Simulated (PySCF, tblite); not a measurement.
# Arsine (AsH₃): isotopologues and vibrational averages

How do isotopes change the rotational constants and shieldings of Arsine (AsH₃) (`[AsH3]`)?

Programs: PySCF 2.14.0 with density-fitted response routines of our own, and tblite 0.8.0. All values are computed, except where a source is named. Atoms count from 0 throughout.

### 1 The starting structure

4 atoms, charge 0, multiplicity 1; geometry from: force field or distance geometry start.

Bonds of the start (Å): As0–H1 1.60, As0–H2 1.55, As0–H3 1.51.

### 2 GFN2-xTB relaxation, lowest of a short conformer search

The job: settings as JSON, then the geometry in Å.

```
{"job": {"xc": "GFN2-xTB", "basis": "xTB", "kind": "relax"}, "charge": 0, "multiplicity": 1}
As     0.021900    -0.002000     0.361100
H     -0.070800     1.499100    -0.172400
H     -1.198000    -0.832500    -0.119600
H      1.287800    -0.645500    -0.160500
```

Command:

```
OMP_NUM_THREADS=1 python ens_run.py task.json out
```

One launch serves the whole session.

The program printed:

```text
step      E/eV     max force
  0    -104.62003    2.856
  1    -104.80557    2.286
  2    -105.32413    1.221
  3    -105.39809    1.160
  4    -105.55788    0.938
  5    -105.58191    0.204
  6    -105.58409    0.084
  7    -105.58426    0.049
  8    -105.58440    0.030
  9    -105.58446    0.031
 10    -105.58455    0.030
 11    -105.58460    0.022
 12    -105.58462    0.007
 13    -105.58462    0.001
```

Wall time 0.07 s (1 thread of Arm Neoverse V1, shared host).

Gain 0.965 eV; displacement 0.27 Å root mean square.

### 3 Tight optimisation and Hessian

The job: settings as JSON, then the geometry in Å.

```
{"job": {"xc": "B3LYP", "basis": "pcSseg-2", "grid": 2, "temperatures": [298.15, 700], "kind": "geom"}, "charge": 0, "multiplicity": 1}
As     0.019121     0.015562     0.633090
H     -0.069500     1.211979    -0.260446
H     -1.003061    -0.670447    -0.216774
H      1.094377    -0.538002    -0.247286
```

The program printed:

```text
step   0  E = -60892.4947405 eV  max force = 0.58184
step   1  E = -60892.5326193 eV  max force = 0.31137
step   2  E = -60892.5352714 eV  max force = 0.03807
step   3  E = -60892.5353069 eV  max force = 0.00040
step   4  E = -60892.5353069 eV  max force = 0.00040
step   5  E = -60892.5353069 eV  max force = 0.00005
harmonic wavenumbers (cm-1): 932.6 1017.9 1018.2 2176.5 2188.3 2188.4
```

Run time: 67 s. Hardware: 1 thread of Arm Neoverse V1, shared host; peak memory 0.48 GiB.

### 4 Displacements along the modes, parent

The job: settings as JSON, then the geometry in Å.

```
{"job": {"xc": "B3LYP", "basis": "pcSseg-2", "grid": 2, "temperatures": [298.15, 700], "kind": "vib", "mass_numbers": [75, 1, 1, 1]}, "charge": 0, "multiplicity": 1}
As     0.018805     0.015234     0.611075
H     -0.072841     1.266678    -0.253945
H     -1.048394    -0.700624    -0.208324
H      1.143366    -0.562197    -0.240222
```

The program printed:

```text
mode    cm-1    km/mol   phi_rrr   E(+)/cm-1  E(-)/cm-1
  1    932.65    24.94      49.1     169.67     166.12
  2   1017.86    10.23      -7.3     182.95     183.45
  3   1018.17    10.24     -30.0     182.14     184.33
  4   2176.47    78.29     736.7     419.41     366.42
  5   2188.32   111.20    -126.4     391.14     400.20
  6   2188.36   111.21     500.2     413.64     377.71
```

Wall time 40 s (1 thread of Arm Neoverse V1, shared host); peak memory 0.48 GiB.

### 5 Displacements along the modes, 2H at atom 1

The job: settings as JSON, then the geometry in Å.

```
{"job": {"xc": "B3LYP", "basis": "pcSseg-2", "grid": 2, "temperatures": [298.15, 700], "kind": "vib", "mass_numbers": [75, 2, 1, 1]}, "charge": 0, "multiplicity": 1}
As     0.018805     0.015234     0.611075
H     -0.072841     1.266678    -0.253945
H     -1.048394    -0.700624    -0.208324
H      1.143366    -0.562197    -0.240222
```

The program printed:

```text
mode    cm-1    km/mol   phi_rrr   E(+)/cm-1  E(-)/cm-1
  1    828.81    17.59     -33.9     148.07     150.52
  2    880.04     8.33      -0.6     158.44     158.49
  3    998.98    12.02      42.8     181.34     178.22
  4   1555.16    50.67     761.0     309.03     254.36
  5   2180.24    89.66    -897.8     361.93     426.46
  6   2188.29   111.47       1.6     395.72     395.63
```

Run time: 40 s. Hardware: 1 thread of Arm Neoverse V1, shared host; peak memory 0.48 GiB.

### 6 Displacements along the modes, 2H at atom 1, 2H at atom 2

The job: settings as JSON, then the geometry in Å.

```
{"job": {"xc": "B3LYP", "basis": "pcSseg-2", "grid": 2, "temperatures": [298.15, 700], "kind": "vib", "mass_numbers": [75, 2, 2, 1]}, "charge": 0, "multiplicity": 1}
As     0.018805     0.015234     0.611075
H     -0.072841     1.266678    -0.253945
H     -1.048394    -0.700624    -0.208324
H      1.143366    -0.562197    -0.240222
```

The program printed:

```text
mode    cm-1    km/mol   phi_rrr   E(+)/cm-1  E(-)/cm-1
  1    699.06     9.47     -26.9     124.85     126.79
  2    838.14    13.94      20.6     151.80     150.24
  3    885.84     7.01      -1.2     159.57     159.63
  4   1551.50    45.51    -537.7     260.80     299.49
  5   1558.46    56.48      -0.0     281.42     281.42
  6   2184.16   100.90    1270.9     442.26     351.07
```

Wall time 40 s (1 thread of Arm Neoverse V1, shared host); peak memory 0.48 GiB.

### 7 Displacements along the modes, 2H at atom 1, 2H at atom 2, 2H at atom 3

The job: settings as JSON, then the geometry in Å.

```
{"job": {"xc": "B3LYP", "basis": "pcSseg-2", "grid": 2, "temperatures": [298.15, 700], "kind": "vib", "mass_numbers": [75, 2, 2, 2]}, "charge": 0, "multiplicity": 1}
As     0.018805     0.015234     0.611075
H     -0.072841     1.266678    -0.253945
H     -1.048394    -0.700624    -0.208324
H      1.143366    -0.562197    -0.240222
```

The program printed:

```text
mode    cm-1    km/mol   phi_rrr   E(+)/cm-1  E(-)/cm-1
  1    668.89    12.69      28.4     121.44     119.39
  2    722.63     5.05      -4.8     129.91     130.23
  3    722.85     5.06     -17.7     129.45     130.74
  4   1547.64    40.58     441.5     295.03     263.27
  5   1558.38    56.73     -57.9     279.33     283.48
  6   1558.41    56.74     304.8     292.37     270.45
```

Wall time 41 s (1 thread of Arm Neoverse V1, shared host); peak memory 0.48 GiB.

### 8 Vibrational averages by isotopologue

The job: settings as JSON, then the geometry in Å.

```
{"job": {"xc": "B3LYP", "basis": "pcSseg-2", "grid": 2, "temperatures": [298.15, 700], "kind": "iso"}, "charge": 0, "multiplicity": 1}
As     0.018805     0.015234     0.611075
H     -0.072841     1.266678    -0.253945
H     -1.048394    -0.700624    -0.208324
H      1.143366    -0.562197    -0.240222
```

The program printed:

```text
parent
  Be/MHz 112105.184 112103.179 103948.725
  B0/MHz 110834.633 110839.103 102790.214
  ZPE/cm-1 4760.9
  <sigma>(0 K)/ppm 1833.231 28.695 28.694 28.694
2H at atom 1
  Be/MHz 109856.002 74741.446 71959.929
  B0/MHz 108829.466 73990.721 71224.537
  ZPE/cm-1 4315.8
  <sigma>(0 K)/ppm 1836.262 28.772 28.711 28.711
2H at atom 1, 2H at atom 2
  Be/MHz 76660.71 70776.209 55123.992
  B0/MHz 76025.977 70225.36 54566.635
  ZPE/cm-1 3858.6
  <sigma>(0 K)/ppm 1839.255 28.791 28.791 28.727
2H at atom 1, 2H at atom 2, 2H at atom 3
  Be/MHz 57076.282 57075.244 52014.316
  B0/MHz 56617.446 56618.691 51602.741
  ZPE/cm-1 3389.4
  <sigma>(0 K)/ppm 1842.248 28.810 28.810 28.810
```

It took 3.9 min on 1 thread of Arm Neoverse V1, shared host; peak memory 0.48 GiB. This counts the whole study up to here.

Rotational constants (MHz) at equilibrium and in the ground state:

```tsv
isotopologue	Be	B0	zero-point change (cm⁻¹)
parent	112105.2, 112103.2, 103948.7	110834.6, 110839.1, 102790.2	0.0
2H at atom 1	109856.0, 74741.4, 71959.9	108829.5, 73990.7, 71224.5	-445.1
2H at atom 1, 2H at atom 2	76660.7, 70776.2, 55124.0	76026.0, 70225.4, 54566.6	-902.3
2H at atom 1, 2H at atom 2, 2H at atom 3	57076.3, 57075.2, 52014.3	56617.4, 56618.7, 51602.7	-1371.5
```

Shieldings of the first species (ppm): at equilibrium, the vibrational parts at 0 K, and the averages:

```tsv
atom	equilibrium	anharmonic	harmonic	0 K	298.15 K	700 K
As0	1863.96	-20.79	-9.94	1833.23	1832.21	1831.59
H1	29.09	-0.32	-0.08	28.69	28.67	28.61
H2	29.09	-0.32	-0.08	28.69	28.67	28.61
H3	29.09	-0.32	-0.08	28.69	28.67	28.61
```

Isotope effects on the shieldings at 0 K (ppb; positive means more shielded):

```tsv
atom	2H at atom 1	2H at atom 1, 2H at atom 2	2H at atom 1, 2H at atom 2, 2H at atom 3
As0	3031	6024	9016
H1	77	97	116
H2	17	97	116
H3	17	32	116
```

### 9 Results

| quantity | value |
| --- | --- |
| point group | C3v |
| B0 of the first species | 110834.6, 110839.1, 102790.2 MHz |
| zero-point energy | 4761 cm⁻¹ |
| zero-point change of σ(As0) | -30.72 ppm |

In words: Zero-point motion changes the shielding of As0 most, by -30.72 ppm. The largest secondary isotope effect is 9016 ppb on As0, 1 bond from the change (2H at atom 1, 2H at atom 2, 2H at atom 3). Spin-orbit coupling is left out, which matters at and beside the heavy atoms.
